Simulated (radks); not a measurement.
# W⁴⁺ in [Kr] 4d10 4f14 5s1.5 5p6 5d2 6s0.5: an all-electron calculation

An exercise on one series of results from a longer session: the logs are not shown, and one member is left open.

Program: radks (a radial shooting solver on a logarithmic mesh, Libxc functionals) version 1. Level of theory: scalar-relativistic Kohn-Sham, PBE, spin-unpolarised, spherical densities, finite nucleus. These are calculated values, not measurements, unless marked.

## What is computed

```
element            : tungsten (Z = 74)
charge             : +4
electrons          : 70
configuration      : [Kr] 4d10 4f14 5s1.5 5p6 5d2 6s0.5
nuclear rms radius : 5.3658 fm
```

Set-up of the first run:

Settings of this run:

```text
Z 74
configuration [Kr] 4d10 4f14 5s1.5 5p6 5d2 6s0.5 6p0 7s0 5f0 6d0
relativity scalar-relativistic
functional pbe,pbe
spin unpolarised
nucleus finite rms 5.3658 fm
c 137.035999084
```

One of the session's tables, all rows but one given; the rest of the session is left out.

It belongs to the step «Orbitals and density». From the orbitals of this run (lengths in bohr):

| level | <r> | outermost maximum (interpolated) | 90 % within | nodes |
| --- | --- | --- | --- | --- |
| 1s | 0.01835 | 0.0115 | 0.0334 | 0 |
| 2s | 0.07758 | 0.0657 | 0.120 | 1 |
| 2p | 0.06944 | 0.0539 | 0.113 | 0 |
| 3s | 0.2011 | 0.185 | 0.295 | 2 |
| 3p | 0.2013 | 0.183 | 0.301 | 1 |
| 3d | 0.1824 | 0.149 | 0.283 | 0 |
| 4s | 0.4496 | 0.421 | 0.645 | 3 |
| 4p | 0.4780 | 0.441 | 0.695 | 2 |
| 4d | 0.5112 | 0.452 | 0.766 | 1 |
| 5s | 1.054 | 0.958 | 1.51 | 4 |
| 5p | 1.212 | 1.08 | 1.75 | 3 |
| 4f | 0.6020 | 0.429 | 0.995 | 0 |
| 5d | 1.628 | 1.38 | 2.43 | 2 |
| 6s | 2.424 | 2.25 | 3.43 | 5 |
| 6p | 2.855 | 2.66 | 4.04 | 4 |
| 6d | 3.806 | 3.63 | 5.40 | 3 |
| 5f | ? | ? | ? | ? |

Estimate the missing values for 5f.

As computed: <r>: 3.285; outermost maximum (interpolated): 2.88; 90 % within: 4.87; nodes: 1. In the column «<r>» it lies between 6p (2.855) and 6d (3.806).
